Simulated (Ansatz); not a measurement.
## Sb6Se under changes of volume

One of the cells (59.388 Å³/atom); the others are scaled copies at fixed shape and fractional positions:

```xyz
7
Lattice="7.4633 0.0000 0.0000 0.0000 7.4633 0.0000 0.0000 0.0000 7.4633" Properties=species:S:1:pos:R:3 pbc="T T T"
Sb    1.5760    3.7317    3.7317
Sb    3.7317    1.5760    3.7317
Sb    5.8874    3.7317    3.7317
Sb    3.7317    5.8874    3.7317
Sb    3.7317    3.7317    1.5760
Sb    3.7317    3.7317    5.8874
Se    0.0000    0.0000    0.0000
```

The cell was built by a generator and needn't be a form met in nature.

```yaml
Program: Ansatz 0.2.0
Functional: PBE
Potentials_or_basis: Ansatz PAW
Cutoff: "420 eV (not typed: the program's choice for these potentials)"
k_mesh: 4 × 4 × 4
Occupations: fermi-dirac, width 0.05 eV
Spin: no spin polarisation
```

| volume (Å³/atom) | energy over the lowest point (meV/atom) | pressure (GPa) | largest force (eV/Å) |
| --- | --- | --- | --- |
| 55.825 | 15.66 | 1.5 | 0.520 |
| 57.013 | 6.75 | 1.0 | 0.329 |
| 58.200 | ? | ? | ? |
| 59.388 | 0.00 | 0.1 | 0.008 |
| 60.576 | 1.42 | -0.3 | 0.158 |
| 61.764 | 5.58 | -0.7 | 0.296 |
| 62.951 | 12.22 | -1.0 | 0.423 |

Problem. What does the run at 58.200 Å³/atom give?

Solution. Energy over the lowest point 1.66 meV/atom; pressure 0.5 GPa; largest force 0.154 eV/Å.

Worked out: A Birch-Murnaghan fit of order 3 (a polynomial in V^(-2/3)) to the other rows has its minimum at 59.41 Å³/atom with B0 = V·E''(V) = 21 GPa and B' = 4.4 at fixed shape and positions, which overstates the stiffness. It gives 1.67 meV/atom at 58.200 Å³/atom, against the run's 1.66, and -dE/dV = 0.4 GPa, against 0.5.

Energies are extrapolated to zero smearing.
